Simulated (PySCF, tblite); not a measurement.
# C₅H₁₀ClNSi₂: geometry, infrared bands and NMR shifts

What infrared bands and NMR shifts should C₅H₁₀ClNSi₂ (`C=C[C@@]([SiH3])(C#N)[C@H]([SiH3])Cl`) show?

Programs: tblite 0.8.0 and PySCF 2.14.0, with density-fitted response routines of our own. Each step states its level of theory. These are calculated values for one molecule in the gas phase, unless marked as measured. Atoms count from 0, in the outputs and in this text.

**1. The starting structure**

19 atoms, charge 0, multiplicity 1; geometry from: force field or distance geometry start.

Bonds of the start (Å): C0–C1 1.34, C1–C2 1.57, C2–Si3 1.97, C2–C4 1.49, C4–N5 1.15, C2–C6 1.57, C6–Si7 1.90, C6–Cl8 1.81, C0–H9 1.10, C0–H10 1.08, C1–H11 1.08, Si3–H12 1.47, Si3–H13 1.49, Si3–H14 1.49, C6–H15 1.10, Si7–H16 1.48, Si7–H17 1.48, Si7–H18 1.48.

**2. Geometry optimisation with GFN2-xTB**

What the job is given:

```
{"job": {"kind": "relax", "xc": "GFN2-xTB", "basis": "xTB"}, "charge": 0, "multiplicity": 1}
C     -2.567300    -1.315600     0.035700
C     -1.759600    -0.309500    -0.334500
C     -0.313300    -0.017300     0.192200
Si    -0.276100     1.835000     0.862400
C     -0.012300    -0.865500     1.380200
N      0.248100    -1.544000     2.273600
C      0.714800    -0.330200    -0.949200
Si     2.572100    -0.154400    -0.615600
Cl     0.415100     0.612900    -2.463100
H     -3.565300    -1.405200    -0.411300
H     -2.319700    -2.067700     0.774000
H     -2.140900     0.367400    -1.084700
H     -0.576300     2.780300    -0.220800
H     -1.292900     2.005900     1.932400
H      1.066100     2.136500     1.425900
H      0.569700    -1.377900    -1.236600
H      2.914600     1.262100    -0.345900
H      2.959900    -0.972000     0.558100
H      3.353300    -0.631500    -1.780300
```

Command:

```console
$ OMP_NUM_THREADS=1 python probes_run.py task.json out
```

This one command runs all jobs of the session in turn.

**Question.** This job is followed by: GFN2-xTB harmonic vibrations, gas phase; GIAO PBE0/pcSseg-1 NMR shielding, non-relativistic, gas phase. What will the session give for the following? strongest single infrared mode (GFN2-xTB); zero-point energy (GFN2-xTB); ¹³C shifts against TMS (PBE0/pcSseg-1); ¹H shifts against TMS (PBE0/pcSseg-1, means over atoms taken as alike); ²⁹Si shifts against TMS (PBE0/pcSseg-1); ¹⁵N shifts against NH3 (PBE0/pcSseg-1); ³⁵Cl shifts against HCl (PBE0/pcSseg-1).

As calculated:

```
                                                              quantity                                   value
                             strongest single infrared mode (GFN2-xTB)                   2299 cm⁻¹, 428 km/mol
                                          zero-point energy (GFN2-xTB)                           77.9 kcal/mol
                                ¹³C shifts against TMS (PBE0/pcSseg-1)     142.5, 124.8, 123.4, 51.4, 32.9 ppm
¹H shifts against TMS (PBE0/pcSseg-1, means over atoms taken as alike)  6.38, 5.94, 5.68, 4.29, 4.18, 3.74 ppm
                               ²⁹Si shifts against TMS (PBE0/pcSseg-1)                        -53.5, -61.6 ppm
                                ¹⁵N shifts against NH3 (PBE0/pcSseg-1)                               314.3 ppm
                               ³⁵Cl shifts against HCl (PBE0/pcSseg-1)                                 133 ppm
```

**Reading.** Relaxing lowered the energy by 0.372 eV in 184 steps; the close pair that moved most is C1–C2, from 1.567 to 1.501 Å. All 51 modes are real, so the xTB geometry is a minimum. The strongest single mode, at 2299 cm⁻¹, moves mainly H18. Unscaled tight-binding wavenumbers are off by several per cent, some by more. Its intensities can rank the bands wrongly. The most deshielded carbon is C1 (alkene CH), at 142.5 ppm: the olefinic region. The most deshielded hydrogen is H11 (hydrogen on an alkene CH), at 6.38 ppm: olefinic region. At PBE0/pcSseg-1: The largest span, 469 ppm, is at N5, where the paramagnetic term is -389 ppm.
